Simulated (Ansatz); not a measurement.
Run this with Ansatz's Python interface and show what comes out.

The script, `edit_znwf6.py`:
```python
# -*- coding: utf-8 -*-
"""Keys set on an Input object, for ZnWF6."""

import ansatz as az
from ase import Atoms

K_SPACING = 0.29
SMEARING = "methfessel_paxton"
WIDTH_EV = 0.01
FUNCTIONAL = "LDA"
CUTOFF_EV = 380

atoms = Atoms(
    ["Zn", "W", "F", "F", "F", "F", "F", "F"],
    scaled_positions=[
        [0.5, 0.5, 0.5],
        [0.0, 0.0, 0.0],
        [0.37872, 0.75779, 0.11467],
        [0.11467, 0.37872, 0.75779],
        [0.24221, 0.88533, 0.62128],
        [0.88533, 0.62128, 0.24221],
        [0.62128, 0.24221, 0.88533],
        [0.75779, 0.11467, 0.37872],
    ],
    cell=[
        [2.54494, 1.46932, 4.72267],
        [-2.54494, 1.46932, 4.72267],
        [0.0, -2.93864, 4.72267],
    ],
    pbc=True,
)
cell = az.Crystal.from_ase(atoms)

model = (
    cell.calculation()
    .hubbard("Zn", "d", u=4.4, j=0.9)
    .kpoints(spacing=K_SPACING)
    .occupations(SMEARING, width=WIDTH_EV)
    .accuracy("medium")
    .functional(FUNCTIONAL)
    .basis(CUTOFF_EV, density_ratio=4)
    .hubbard("W", "d", u=5.9, j=0.9)
    .band_table()
)
typed = model.input()
rows = []
for value in [0.0001, 1e-06, 1e-08]:
    edited = typed.set(az.key.scf.convergence.dr2_threshold, value)
    data = az.Session.from_dict(edited).plan().execute().report
    rows.append((value, data["free_energy_ev"], data["n_iterations"], len(data["eigenvalues_ev"][0]) if "eigenvalues_ev" in data else 0))
print("  threshold eV            F eV      iterations    bands listed")
for row in rows:
    print(f"{str(row[0]):>14s}  {row[1]:14.5f}  {row[2]:14d}  {row[3]:14d}")
```

```console
$ python edit_znwf6.py
DeckWarning: basis.ecutwfc = 380 eV is below the records' recommended 420 eV, and the density's cutoff is lower with it unless basis.ecutrho_ratio is high enough to keep the records' density cutoff: compare with a run at a higher cutoff
DeckWarning: basis.ecutrho_ratio = 4 (ecutrho = 1520 eV) is below the records' recommended 1680 eV
  threshold eV            F eV      iterations    bands listed
        0.0001    -18133.88069              13              42
         1e-06    -18133.88069              18              42
         1e-08    -18133.88069              23              42
```
(Warnings from the package without file and line, repeats left out.)

The settings weren't tested for convergence. The cutoff lies under the one recommended for these potentials. The run is spin-unpolarised. U, its shell and the double counting are chosen to explore, and aren't derived for this compound. For a metal this k-point mesh is coarse: on a finer one energies can move by several to tens of meV an atom and pressures by half a GPa or more, differences at one mesh by less. A Hubbard U without spin forces both spins into the same orbitals, which can open a gap or pick a state that a spin-polarised run wouldn't. Spin-orbit coupling, which matters for elements this heavy, is left out. The structure comes from a database of computed cells and needn't be a stable or known phase. Wall time of the script: 95 s on 1 thread of Arm Neoverse N1, on a shared host, peak memory 0.54 GiB.
